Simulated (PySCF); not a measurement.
# BCl₂F: a look at the electrons

For BCl₂F, the scripts below analyse its density (charges, bond critical points, surface potential), see where an electron leaves and enters and measure its response to a uniform field.

The runs use PySCF 2.14.0; levels as typed in each script, gas phase, geometry from GFN2-xTB.

## (1) The starting structure

SMILES `FB(Cl)Cl`, 4 atoms, charge 0, spin multiplicity 1.

Bond lengths: F1–B2 1.323 Å, B2–Cl3 1.712 Å, B2–Cl4 1.712 Å. Angles: F1–B2–Cl3 118.2°, F1–B2–Cl4 118.2°, Cl3–B2–Cl4 123.6°.

Coordinates:

```tsv
atom	x (Å)	y (Å)	z (Å)
F1	-0.0005	1.6480	0.0000
B2	0.0000	0.3248	0.0000
Cl3	-1.5083	-0.4842	0.0000
Cl4	1.5085	-0.4838	0.0000
```

## (2) Density, bond paths and surface potential (PBE0/def2-tzvp)

File input.py:

```python
import numpy as np
from pyscf import gto, scf, dft
from pyscf.scf import atom_ks, atom_hf
from scipy.linalg import block_diag

def solve(mol, dm0=None, hcore=None):
    mf = (dft.UKS if mol.spin else dft.RKS)(mol, xc='pbe0')
    mf.grids.level = 3
    mf = mf.density_fit(auxbasis='def2-universal-jkfit')
    mf.conv_tol, mf.max_cycle = 1e-8, 80
    if hcore is not None:
        mf.get_hcore = lambda *args: hcore
    mf.kernel(dm0)
    if not mf.converged:
        mf = mf.newton().run(mf.mo_coeff, mf.mo_occ, max_cycle=30)
    assert mf.converged, 'SCF not converged'
    return mf

mol = gto.M(atom='''
F     -0.00048     1.64802     0.00000
B      0.00000     0.32484     0.00000
Cl    -1.50827    -0.48419     0.00000
Cl     1.50852    -0.48383     0.00000
''', basis='def2-tzvp', charge=0, spin=0, verbose=4)
mf = solve(mol)
mf.analyze()
# spherically averaged free atoms, for the promolecule
atm = atom_ks.get_atm_nrks(mol, xc='pbe0')
pro = block_diag(*[(atm[a[0]][2] * atm[a[0]][3]) @ atm[a[0]][2].T for a in mol._atom])
np.savez('result.npz', e=mf.e_tot, c=mf.mo_coeff, occ=mf.mo_occ, eps=mf.mo_energy, pro=pro, dip=mf.dip_moment(verbose=0), s2=mf.spin_square()[0])
```

Command:

```console
$ OMP_NUM_THREADS=1 python input.py
```

## (4) Removing and adding an electron (PBE0/def2-tzvp)

File input.py:

```python
import numpy as np
from pyscf import gto, scf, dft
from pyscf.scf import atom_ks, atom_hf
from scipy.linalg import block_diag

def solve(mol, dm0=None, hcore=None):
    mf = (dft.UKS if mol.spin else dft.RKS)(mol, xc='pbe0')
    mf.grids.level = 3
    mf = mf.density_fit(auxbasis='def2-universal-jkfit')
    mf.conv_tol, mf.max_cycle = 1e-8, 80
    if hcore is not None:
        mf.get_hcore = lambda *args: hcore
    mf.kernel(dm0)
    if not mf.converged:
        mf = mf.newton().run(mf.mo_coeff, mf.mo_occ, max_cycle=30)
    assert mf.converged, 'SCF not converged'
    return mf

mol = gto.M(atom='''
F     -0.00048     1.64802     0.00000
B      0.00000     0.32484     0.00000
Cl    -1.50827    -0.48419     0.00000
Cl     1.50852    -0.48383     0.00000
''', basis='def2-tzvp', charge=0, spin=0, verbose=4)
mf = solve(mol)
out = dict(e0=mf.e_tot, dm0=mf.make_rdm1(), c=mf.mo_coeff, occ=mf.mo_occ, eps=mf.mo_energy)
for name, dq, spin in [('cation', 1, 1)]:
    ion = mol.copy().set(charge=mol.charge + dq, spin=spin).build()
    mi = solve(ion)
    if spin and dq > 0 and mol.nao < 130:
        c, _, stable, _ = mi.stability(return_status=True)
        if not stable:
            mi = solve(ion, mi.make_rdm1(c, mi.mo_occ))
    print(name, 'vertical energy change / eV', (mi.e_tot - mf.e_tot) * 27.211386)
    out.update({'e_' + name: mi.e_tot, 'dm_' + name: mi.make_rdm1(), 's2_' + name: mi.spin_square()[0], 'eps_' + name: mi.mo_energy, 'occ_' + name: mi.mo_occ})
# spherically averaged free atoms, for the promolecule
atm = atom_ks.get_atm_nrks(mol, xc='pbe0')
pro = block_diag(*[(atm[a[0]][2] * atm[a[0]][3]) @ atm[a[0]][2].T for a in mol._atom])
np.savez('result.npz', pro=pro, **out)
```

## (6) Response to an electric field (PBE0/def2-tzvp)

File input.py:

```python
import numpy as np
from pyscf import gto, scf, dft
from pyscf.scf import atom_ks, atom_hf
from scipy.linalg import block_diag

def solve(mol, dm0=None, hcore=None):
    mf = (dft.UKS if mol.spin else dft.RKS)(mol, xc='pbe0')
    mf.grids.level = 3
    mf = mf.density_fit(auxbasis='def2-universal-jkfit')
    mf.conv_tol, mf.max_cycle = 1e-8, 80
    if hcore is not None:
        mf.get_hcore = lambda *args: hcore
    mf.kernel(dm0)
    if not mf.converged:
        mf = mf.newton().run(mf.mo_coeff, mf.mo_occ, max_cycle=30)
    assert mf.converged, 'SCF not converged'
    return mf

mol = gto.M(atom='''
F     -0.00048     1.64802     0.00000
B      0.00000     0.32484     0.00000
Cl    -1.50827    -0.48419     0.00000
Cl     1.50852    -0.48383     0.00000
''', basis='def2-tzvp', charge=0, spin=0, verbose=4)
field = np.array([0.004, 0.0, 0.0])  # atomic units
mol.set_common_orig(mol.atom_charges() @ mol.atom_coords() / mol.atom_charges().sum())
mf = solve(mol)
out = dict(dm0=mf.make_rdm1(), d0=mf.dip_moment(unit='AU'), e0=mf.e_tot)
for name, sign in (('p', 1), ('m', -1)):
    h = mf.get_hcore() + sign * np.einsum('x,xij->ij', field, mol.intor('int1e_r'))
    mi = solve(mol, mf.make_rdm1(), h)
    out.update({'dm' + name: mi.make_rdm1(), 'd' + name: mi.dip_moment(unit='AU'), 'e' + name: mi.e_tot})
# spherically averaged free atoms, for the promolecule
atm = atom_ks.get_atm_nrks(mol, xc='pbe0')
pro = block_diag(*[(atm[a[0]][2] * atm[a[0]][3]) @ atm[a[0]][2].T for a in mol._atom])
np.savez('result.npz', pro=pro, **out)
```

(Steps that only read results are left out.)

Q: Predict the outcome of this session. Wanted: dipole moment; HOMO, LUMO; vertical ionisation energy; polarisability along the field.

The runs gave:

```
                                       quantity            value
                 dipole moment (PBE0/def2-tzvp)           0.49 D
                    HOMO, LUMO (PBE0/def2-tzvp)  -9.48, -0.96 eV
    vertical ionisation energy (PBE0/def2-tzvp)         11.91 eV
polarisability along the field (PBE0/def2-tzvp)       47.5 bohr³
```

What this shows: At PBE0/def2-tzvp: The highest Hirshfeld charge is on B2 (+0.22 e), the lowest on F1 (−0.14 e). The ionisation energy from two SCF runs, 11.91 eV, lies 2.4 eV above −ε(HOMO) = 9.48 eV of the same level, PBE0/def2-tzvp, since self-interaction lifts this functional's HOMO. All values hold at the given geometry, in the gas phase.
